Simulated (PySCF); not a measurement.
**C6H6OSi: electronic excitations**

Wanted: the electronic excitations of C6H6OSi (`C#C[C@H]1C(=C)[SiH2]C1=O`), by calculation.

The runs use PySCF 2.14.0, with density-fitted response routines of our own; the level of theory stands in each step. All values are computed, except where a source is named. Atoms are numbered from 0 throughout.

## (1) The molecule as given

14 atoms, charge 0, multiplicity 1; geometry from: GFN2-xTB.

Bonds of the start (Å): C0–C1 1.20, C1–C2 1.44, C2–C3 1.53, C3–C4 1.32, C3–Si5 1.90, Si5–C6 1.94, C6–O7 1.20, C6–C2 1.54, C0–H8 1.05, C2–H9 1.10, C4–H10 1.08, C4–H11 1.08, Si5–H12 1.46, Si5–H13 1.46.

## (2) TDDFT and polarisability: B3LYP/def2-SVPD

The job: settings as JSON, then the geometry in Å.

```
{"job": {"kind": "uv", "xc": "B3LYP", "basis": "def2-SVPD", "nstates": 8, "ntriplets": 3}, "charge": 0, "multiplicity": 1}
C      2.664186     0.885741    -0.101517
C      1.696031     0.413986     0.422261
C      0.506540    -0.179321     0.977448
C     -0.797563     0.386258     0.420738
C     -1.172534     1.653017     0.432734
Si    -1.457166    -1.264219    -0.245619
C      0.285907    -1.639006     0.523097
O      1.020666    -2.576360     0.652186
H      3.522338     1.306736    -0.532738
H      0.551225    -0.129047     2.071170
H     -0.559610     2.430198     0.865438
H     -2.109255     1.969899     0.004676
H     -1.564121    -1.398345    -1.693705
H     -2.587322    -1.860011     0.461689
```

Level: TDDFT B3LYP/def2-SVPD, vertical, gas phase, core orbitals frozen in the response.

The run is started by

```bash
$ OMP_NUM_THREADS=1 python probes_run.py task.json out
```

The driver reads the jobs from task.json and runs them one after another.

Predict these results of the whole session: lowest singlet (B3LYP/def2-SVPD); brightest single state of those computed; lowest triplet.

**Answer**, as computed:

```
                                quantity                        value
        lowest singlet (B3LYP/def2-SVPD)  2.97 eV (418 nm), f = 0.001
brightest single state of those computed  state 5, 5.11 eV, f = 0.067
                          lowest triplet                      2.43 eV
```

**Reading.** The lowest singlet, at 2.97 eV, is HOMO→LUMO 0.95 and is dark; of the 8 states computed, the strongest absorption comes from state 5 at 5.11 eV. The lowest triplet lies 0.54 eV below the lowest singlet (triplets in Tamm-Dancoff, singlets in full TDDFT).
